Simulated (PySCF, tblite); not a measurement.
**CH₁₃NSi₄, a small molecule taken as a stand-in for a surface group: NMR shifts, core binding energies and electronic excitations**

Aim: the NMR shifts, core binding energies and electronic excitations of `C[Si]([SiH3])([SiH3])N[SiH3]`.

Programs: tblite 0.8.0 and PySCF 2.14.0. All values are calculated, for the isolated system unless a continuum is named. Atoms count from 0, parts from 1.

### Step 1. Starting point

19 atoms, charge 0, multiplicity 1; geometry: distance geometry start.

### Step 2. Geometry optimisation with GFN2-xTB

What the job is given:

```
{"job": {"kind": "relax", "xc": "GFN2-xTB", "basis": "xTB"}, "charge": 0, "multiplicity": 1}
Si    -0.310362    -0.323712    -0.010514
Si    -0.958158     1.305738    -1.400214
Si    -0.845057     0.345074     2.043975
N      1.372333    -0.790914    -0.195103
Si     2.547956     0.518849    -0.143572
C     -1.305015    -1.885484    -0.300471
H      0.147492     1.549823    -2.354684
H     -2.222010     0.962908    -2.110239
H     -1.230590     2.547171    -0.640029
H     -0.059559     1.537150     2.393837
H     -0.755766    -0.725751     3.026075
H     -2.270325     0.734941     1.969265
H      1.532835    -1.530682    -0.894303
H      3.463424     0.302493    -1.280647
H      1.936813     1.822038    -0.136274
H      3.377213     0.272611     1.066886
H     -0.820732    -2.689056     0.296366
H     -2.330138    -1.800025     0.084763
H     -1.251378    -2.222852    -1.361162
```

Method: GFN2-xTB geometry optimisation, gas phase.

The run is started by

```
> OMP_NUM_THREADS=1 python cluster_run.py task.json out
```

This one command runs all jobs of the session in turn.

The program printed:

```text
step      E/eV     max force
  0    -506.24056    1.618
  1    -506.37507    0.722
  2    -506.44124    0.570
  3    -506.47915    0.581
  4    -506.55620    0.547
  5    -506.60897    0.486
  6    -506.64091    0.458
  7    -506.66413    0.365
  8    -506.68738    0.369
  9    -506.70867    0.413
 10    -506.72475    0.261
 11    -506.73388    0.205
 12    -506.74010    0.190
 13    -506.74701    0.218
 14    -506.75427    0.197
 15    -506.75960    0.170
 16    -506.76292    0.149
 17    -506.76585    0.163
 18    -506.76905    0.160
 19    -506.77266    0.170
 20    -506.77709    0.234
 21    -506.78266    0.294
 22    -506.78877    0.265
 23    -506.79387    0.211
 24    -506.79723    0.108
 25    -506.79958    0.115
 26    -506.80198    0.161
 27    -506.80449    0.209
 28    -506.80692    0.149
 29    -506.80876    0.101
 30    -506.80998    0.083
 31    -506.81161    0.093
 32    -506.81346    0.090
 33    -506.81494    0.096
 34    -506.81595    0.081
 35    -506.81671    0.060
 36    -506.81726    0.051
 37    -506.81769    0.050
 38    -506.81809    0.053
 39    -506.81851    0.051
 40    -506.81902    0.056
 41    -506.81956    0.061
 42    -506.81999    0.059
 43    -506.82028    0.044
 44    -506.82051    0.038
 45    -506.82075    0.052
 46    -506.82105    0.077
 47    -506.82141    0.090
 48    -506.82175    0.078
 49    -506.82202    0.055
 50    -506.82223    0.045
 51    -506.82244    0.048
 52    -506.82266    0.049
 53    -506.82290    0.038
 54    -506.82311    0.034
 55    -506.82334    0.037
 56    -506.82359    0.039
 57    -506.82387    0.038
 58    -506.82410    0.031
 59    -506.82428    0.024
 60    -506.82443    0.026
 61    -506.82456    0.027
 62    -506.82467    0.024
 63    -506.82477    0.024
 64    -506.82486    0.029
 65    -506.82498    0.026
 66    -506.82511    0.025
 67    -506.82521    0.021
 68    -506.82528    0.018
 69    -506.82533    0.016
 70    -506.82538    0.015
 71    -506.82544    0.020
 72    -506.82550    0.017
 73    -506.82553    0.012
 74    -506.82555    0.011
 75    -506.82557    0.010
 76    -506.82558    0.012
 77    -506.82560    0.012
 78    -506.82563    0.014
 79    -506.82566    0.014
 80    -506.82571    0.016
 81    -506.82577    0.020
 82    -506.82583    0.025
 83    -506.82590    0.024
 84    -506.82597    0.018
 85    -506.82606    0.020
 86    -506.82614    0.017
 87    -506.82619    0.014
 88    -506.82622    0.016
 89    -506.82624    0.014
 90    -506.82626    0.013
 91    -506.82628    0.010
 92    -506.82629    0.007
```

Run time: 5.4 s. Hardware: 1 thread of Intel Xeon 6975P-C, shared host.

Relaxation path:

```csv
step,energy from step 0 (eV),largest force (eV/Å)
0,0.0000,1.6181
3,-0.2386,0.5813
6,-0.4004,0.4577
9,-0.4681,0.4121
12,-0.4995,0.1903
15,-0.5190,0.1695
18,-0.5285,0.1603
21,-0.5421,0.2943
24,-0.5567,0.1081
27,-0.5639,0.2089
30,-0.5694,0.0828
33,-0.5744,0.0962
36,-0.5767,0.0505
39,-0.5779,0.0504
42,-0.5794,0.0597
45,-0.5802,0.0520
48,-0.5812,0.0779
51,-0.5819,0.0481
54,-0.5825,0.0344
57,-0.5833,0.0381
60,-0.5839,0.0255
63,-0.5842,0.0241
66,-0.5845,0.0252
69,-0.5848,0.0159
72,-0.5849,0.0163
75,-0.5850,0.0102
78,-0.5851,0.0136
81,-0.5852,0.0200
84,-0.5854,0.0185
87,-0.5856,0.0132
90,-0.5857,0.0126
92,-0.5857,0.0073
```

Distances of close pairs at the start and the end, largest changes first:

```csv
bond,before (Å),after (Å),change (Å)
Si0–Si2,2.226,2.333,+0.107
Si0–Si1,2.237,2.331,+0.094
Si0–C5,1.874,1.916,+0.042
N3–Si4,1.761,1.726,-0.035
C5–H18,1.114,1.087,-0.027
C5–H16,1.112,1.087,-0.025
N3–H12,1.030,1.008,-0.023
Si4–H14,1.439,1.462,+0.022
```

### Step 3. Relaxing the molecule at PBE0-D3(BJ)/def2-SVP

What the job is given:

```
{"job": {"xc": "PBE0", "basis": "def2-SVP", "d3": "d3bj", "grid": 2, "kind": "geom", "shake": 0.01}, "charge": 0, "multiplicity": 1}
Si    -0.413714    -0.251458    -0.022054
Si    -1.085426     1.338353    -1.627754
Si    -0.811866     0.311695     2.206691
N      1.304545    -0.563136    -0.274107
Si     2.642030     0.461083    -0.122879
C     -1.281239    -1.901033    -0.399850
H     -0.089109     1.612833    -2.681232
H     -2.299937     0.972265    -2.331577
H     -1.365204     2.643279    -0.973554
H      0.062400     1.413756     2.676913
H     -0.584642    -0.778914     3.186252
H     -2.170514     0.754811     2.440478
H      1.470951    -1.526137    -0.424731
H      3.520380     0.221629    -1.240325
H      2.106881     1.817741    -0.121956
H      3.358266     0.215688     1.149888
H     -0.935759    -2.676600     0.275298
H     -2.363592    -1.818713    -0.276627
H     -1.085374    -2.249328    -1.410667
```

The program printed:

```text
step   0  E = -1257.64817174  max force = 0.032302
step   1  E = -1257.65835837  max force = 0.004063
step   2  E = -1257.65878870  max force = 0.002655
step   3  E = -1257.65892561  max force = 0.000759
step   4  E = -1257.65899835  max force = 0.001251
step   5  E = -1257.65920637  max force = 0.001927
step   6  E = -1257.65940312  max force = 0.001437
step   7  E = -1257.65974793  max force = 0.001891
step   8  E = -1257.66000820  max force = 0.002315
step   9  E = -1257.66041945  max force = 0.002307
step  10  E = -1257.66066338  max force = 0.001528
step  11  E = -1257.66077354  max force = 0.001257
step  12  E = -1257.66086348  max force = 0.000943
step  13  E = -1257.66091705  max force = 0.000894
step  14  E = -1257.66095827  max force = 0.000572
step  15  E = -1257.66097601  max force = 0.000570
step  16  E = -1257.66098324  max force = 0.000398
optimisation converged
```

It took 3.9 min on 1 thread of Intel Xeon 6975P-C, shared host; peak memory 0.84 GiB.

Along the way:

```csv
step,energy from step 0 (eV),largest force component (eV/Å)
0,0.0000,1.6610
1,-0.2772,0.2089
2,-0.2889,0.1365
3,-0.2926,0.0390
4,-0.2946,0.0643
5,-0.3003,0.0991
6,-0.3056,0.0739
7,-0.3150,0.0972
8,-0.3221,0.1190
9,-0.3333,0.1186
10,-0.3399,0.0786
11,-0.3429,0.0646
12,-0.3454,0.0485
13,-0.3468,0.0460
14,-0.3479,0.0294
15,-0.3484,0.0293
16,-0.3486,0.0205
```

Distances of close pairs at the start and the end, largest changes first:

```csv
bond,before (Å),after (Å),change (Å)
Si4–H13,1.441,1.496,+0.055
Si2–H11,1.448,1.498,+0.050
Si1–H7,1.451,1.498,+0.048
N3–Si4,1.691,1.738,+0.047
Si4–H14,1.458,1.493,+0.035
N3–H12,0.989,1.018,+0.030
Si1–H6,1.476,1.497,+0.021
Si0–Si2,2.333,2.353,+0.020
```

The end geometry stands in the next job.

```csv
at the end point,value
point group (found at 0.08 Å tolerance),C1
"rotational constants (GHz, main isotopes)","1.449, 0.955, 0.818"
dipole moment (D),1.50
```

### Step 4. Shielding tensors: PBE0/pcSseg-1

What the job is given:

```
{"job": {"kind": "nmr", "xc": "PBE0", "basis": "pcSseg-1"}, "charge": 0, "multiplicity": 1}
Si    -0.350561    -0.333443     0.083120
Si    -0.911827     1.512385    -1.259015
Si    -1.110446     0.113737     2.264968
N      1.389786    -0.555950     0.124681
Si     2.652318     0.425033    -0.557460
C     -1.222898    -1.868897    -0.574171
H     -0.542526     1.306746    -2.694676
H     -2.398998     1.675386    -1.177107
H     -0.274927     2.773323    -0.767681
H     -0.493064     1.374604     2.784763
H     -0.718083    -1.004145     3.185572
H     -2.600186     0.258184     2.324840
H      1.704922    -1.286088     0.760793
H      3.733798    -0.435624    -1.130668
H      2.041220     1.249819    -1.641757
H      3.297604     1.350627     0.428135
H     -1.009081    -2.745965     0.057296
H     -2.314153    -1.717076    -0.582686
H     -0.894356    -2.094935    -1.600565
```

With the program's defaults for keys left out, this is: GIAO PBE0/pcSseg-1 NMR shielding, non-relativistic, gas phase.

The program printed:

```text
coarse grid: 16704 points
cycle   1  E = -1257.9411429388  dE = -1.254e-01  |g| = 4.966e-01  |ddm| = 3.802e+00
cycle   2  E = -1257.8920402004  dE =  4.910e-02  |g| = 6.732e-01  |ddm| = 9.508e-01
cycle   3  E = -1257.9946310581  dE = -1.026e-01  |g| = 8.244e-02  |ddm| = 6.663e-01
cycle   4  E = -1257.9961099781  dE = -1.479e-03  |g| = 2.951e-02  |ddm| = 1.116e-01
cycle   5  E = -1257.9963218996  dE = -2.119e-04  |g| = 6.217e-03  |ddm| = 3.233e-02
cycle   6  E = -1257.9963326986  dE = -1.080e-05  |g| = 1.354e-03  |ddm| = 1.136e-02
cycle   7  E = -1257.9963331967  dE = -4.982e-07  |g| = 2.426e-04  |ddm| = 2.243e-03
final grid: 139744 points
cycle   8  E = -1258.0258113721  dE = -1.590e-05  |g| = 6.437e-03  |ddm| = 1.826e-02
cycle   9  E = -1258.0258028794  dE =  8.493e-06  |g| = 8.801e-03  |ddm| = 1.250e-02
cycle  10  E = -1258.0258204796  dE = -1.760e-05  |g| = 8.533e-04  |ddm| = 7.889e-03
cycle  11  E = -1258.0258206260  dE = -1.464e-07  |g| = 2.681e-04  |ddm| = 1.002e-03
cycle  12  E = -1258.0258206427  dE = -1.669e-08  |g| = 3.939e-05  |ddm| = 2.671e-04
cycle  13  E = -1258.0258206431  dE = -4.229e-10  |g| = 1.155e-05  |ddm| = 7.582e-05
converged SCF energy = -1258.0258206431

GIAO shielding tensors (ppm)
atom      isotropic    diamagn.    paramagn.     s11        s22        s33       span
  0 Si     364.475     881.907    -517.432    316.350    348.391    428.684    112.335
  1 Si     456.756     881.804    -425.048    448.348    457.114    464.806     16.458
  2 Si     457.904     881.287    -423.383    446.880    453.751    473.080     26.199
  3 N      257.018     326.167     -69.149    234.846    247.037    289.172     54.326
  4 Si     402.006     879.318    -477.312    361.888    372.663    471.466    109.578
  5 C      180.062     255.371     -75.310    165.371    184.955    189.859     24.488
  6 H       27.465      30.172      -2.707     24.485     25.309     32.602      8.117
  7 H       27.875      30.019      -2.144     24.705     25.922     32.998      8.294
  8 H       27.526      30.358      -2.832     24.744     25.488     32.346      7.601
  9 H       27.839      29.766      -1.928     24.621     26.178     32.716      8.095
 10 H       27.787      29.623      -1.836     24.716     25.809     32.835      8.119
 11 H       27.890      29.588      -1.698     24.634     25.772     33.265      8.631
 12 H       32.106      33.042      -0.936     22.303     30.671     43.346     21.043
 13 H       26.493      28.015      -1.522     22.672     24.413     32.393      9.721
 14 H       26.660      30.040      -3.379     22.611     27.672     29.699      7.089
 15 H       26.558      28.648      -2.090     22.724     24.606     32.344      9.620
 16 H       30.560      30.917      -0.356     26.498     28.484     36.699     10.202
 17 H       31.250      31.092       0.158     27.185     28.489     38.077     10.891
 18 H       30.567      31.180      -0.613     26.274     28.487     36.940     10.666
```

It took 34 s on 1 thread of Intel Xeon 6975P-C, shared host; peak memory 1 GiB.

Shifts follow as δ = σ(reference) − σ, with reference shieldings (ppm) from runs at the same level and on the same kind of geometry: ¹H TMS 31.27, ¹³C TMS 184.4, ²⁹Si TMS 352.0, ¹⁵N NH3 265.7. The references are single molecules in the gas phase, so shifts against H2O, NH3, PH3, H3PO4 or CFCl3 are not on the usual liquid scales and can be off by tens of ppm.

```csv
atoms,environment,σ (ppm),δ (ppm)
C5,"carbon bonded to Si, 3 H",180.1,4.3
H13,hydrogen on a silicon bonded to N,26.49,4.77
H15,hydrogen on a silicon bonded to N,26.56,4.71
H14,hydrogen on a silicon bonded to N,26.66,4.61
H6,hydrogen on a silicon bonded to Si,27.47,3.80
H8,hydrogen on a silicon bonded to Si,27.53,3.74
H10,hydrogen on a silicon bonded to Si,27.79,3.48
H9,hydrogen on a silicon bonded to Si,27.84,3.43
H7,hydrogen on a silicon bonded to Si,27.88,3.39
H11,hydrogen on a silicon bonded to Si,27.89,3.38
H16,hydrogen on a carbon bonded to Si,30.56,0.71
H18,hydrogen on a carbon bonded to Si,30.57,0.70
H17,hydrogen on a carbon bonded to Si,31.25,0.02
H12,hydrogen on a nitrogen bonded to 2 Si,32.11,-0.84
Si0,"silicon bonded to C, N, 2 Si",364.5,-12.5
Si4,"silicon bonded to N, 3 H",402.0,-50.0
Si1,"silicon bonded to Si, 3 H",456.8,-104.8
Si2,"silicon bonded to Si, 3 H",457.9,-105.9
N3,"nitrogen bonded to 2 Si, H",257.0,8.7
```

The run also stored atomic charges by several schemes (e):

```csv
atoms,Mulliken,IAO,Hirshfeld,ESP fit
Si0,0.40,0.66,0.26,0.59
Si1,0.15,0.24,0.20,0.14
Si2,0.23,0.23,0.19,0.08
N3,-0.84,-0.91,-0.33,-0.79
Si4,0.61,0.73,0.34,0.51
C5,-0.60,-0.71,-0.21,-0.73
```

Mayer bond orders: Si0–Si1 0.92, Si0–Si2 0.90, Si0–N3 0.90, N3–Si4 0.97, Si0–C5 0.94.

(Part 1 of 2 ends here.)
